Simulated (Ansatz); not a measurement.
HPbNO4:

```xyz
7
Lattice="4.2753 -0.0004 0.0064 -2.0840 5.2077 -0.0491 -2.1238 -1.8657 4.9149" Properties=species:S:1:pos:R:3 pbc="T T T"
H     2.2338   -1.5247    4.4769
Pb    0.1373    4.0030    0.6652
N    -2.0197    1.5311    2.4473
O     2.2736    4.7756    0.1022
O    -1.9905    2.6889    2.9560
O     2.2225    1.4102    1.1945
O    -2.0163    0.5081    3.1892
```

The cell was built by a generator and needn't be a form met in nature.

Program: Ansatz 0.2.0. Alike in all runs: task band structure; potentials or basis all-electron LAPW, scalar-relativistic; no spin polarisation; cell as given; k mesh 6 × 4 × 4; smearing fermi-dirac 0.05 eV; basis error allowed 0.002 eV/atom.

Q: Order these runs on this cell by their pressure, lowest first.
A. level BLYP; cutoff (eV) 745
B. level PBE; cutoff (eV) 740
C. level PBEsol; cutoff (eV) 735
D. level LDA; cutoff (eV) 734

A: D (-5.3 GPa), C (-2.5 GPa), B (-0.1 GPa), A (2.2 GPa).

Not every run made on this cell is shown here.
